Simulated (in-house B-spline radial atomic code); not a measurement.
# I⁹⁺: ionisation energy by several methods

Aim: the ionisation energy of I⁹⁺ by several methods, each as the difference of two self-consistent energies (I⁹⁺ and the next ion, [Kr] 4d7).

The numbers are computed with in-house B-spline radial atomic code version 1 (scalar-relativistic (X2C), several functionals, spin-polarised, exact exchange averaged over the configuration; spherical all-electron atom at the radial basis limit), except any that are marked as measured or tabulated.

## (1) What is computed

```
element       : iodine (Z = 53)
charge        : +9
electrons     : 44
configuration : [Kr] 4d8
nucleus       : Fermi, rms radius 4.750 fm
```

Outer shells as boxes (Hund's rule):

[Kr] 4d8
```
[Kr] core
4d [↑↓][↑↓][↑↓][↑ ][↑ ]
```

Where spins are not typed, each open shell is filled with up spins first.

## (2) B3LYP, a global hybrid

Settings, as recorded:

```ini
Z = 53
electrons = 44.0
configuration = [Kr] 4d8
hamiltonian = x2c
method = b3lyp
spin_polarised = True
nucleus = fermi
rms_radius = 4.75
mass_number = 127
atomic_mass = 126.904472592
speed_of_light = 137.035999084
exact_exchange = averaged over the configuration
```

On the command line:

```
$ python run_scf.py task.json out
```

One command runs all members of the session, one after another, from task.json.

## (3) CAM-B3LYP, a range-separated hybrid

The settings differ from step 2 so:

```diff
@@ -4,3 +4,3 @@
 hamiltonian = x2c
-method = b3lyp
+method = camb3lyp
 spin_polarised = True
```

## (4) HSE06, a range-separated hybrid

The settings differ from step 3 so:

```diff
@@ -4,3 +4,3 @@
 hamiltonian = x2c
-method = camb3lyp
+method = hse06
 spin_polarised = True
```

## (5) r2SCAN0, a global hybrid

The settings differ from step 4 so:

```diff
@@ -4,3 +4,3 @@
 hamiltonian = x2c
-method = hse06
+method = r2scan0
 spin_polarised = True
```

## (6) LC-ωPBE, a range-separated hybrid

The settings differ from step 5 so:

```diff
@@ -4,3 +4,3 @@
 hamiltonian = x2c
-method = r2scan0
+method = lc_wpbe
 spin_polarised = True
```

The tabulated ionisation energy is 197 ± 2.2 eV (tabulated theoretical; NIST Atomic Spectra Database). What does each method give, and which comes nearest?

The runs gave:

| method | rung | total energy (hartree) | ΔSCF (eV) | −ε highest (eV) | ΔSCF less tabulated (eV) |
| --- | --- | --- | --- | --- | --- |
| B3LYP | global hybrid | -7092.2486 | 198.28 | 188.89 (4d down) | +1.28 |
| r2SCAN0 | global hybrid | -7092.1839 | 198.34 | 189.78 (4d down) | +1.34 |
| CAM-B3LYP | range-separated hybrid | -7092.5569 | 198.20 | 190.88 (4d down) | +1.20 |
| HSE06 | range-separated hybrid | -7091.7783 | 198.24 | 189.12 (4d down) | +1.24 |
| LC-ωPBE | range-separated hybrid | -7091.7379 | 198.30 | 191.86 (4d down) | +1.30 |

**Reading.** Tables give 197 ± 2.2 eV (tabulated theoretical; NIST Atomic Spectra Database) for the ionisation energy. CAM-B3LYP misses by +1.20 eV, the least, and r2SCAN0 by +1.34 eV (0.68 %), the most. The table's own uncertainty is as large as these misses, so the order means little. All methods miss on the same side by much the same amount, which points to something that they share. Relativistic terms that these runs lack can be as large as the gaps between close methods, so the nearest may be so by luck. Spin-orbit coupling is left out. Open shells are averaged (over orientations, and over spins where the run is restricted), while tables refer to the lowest levels.
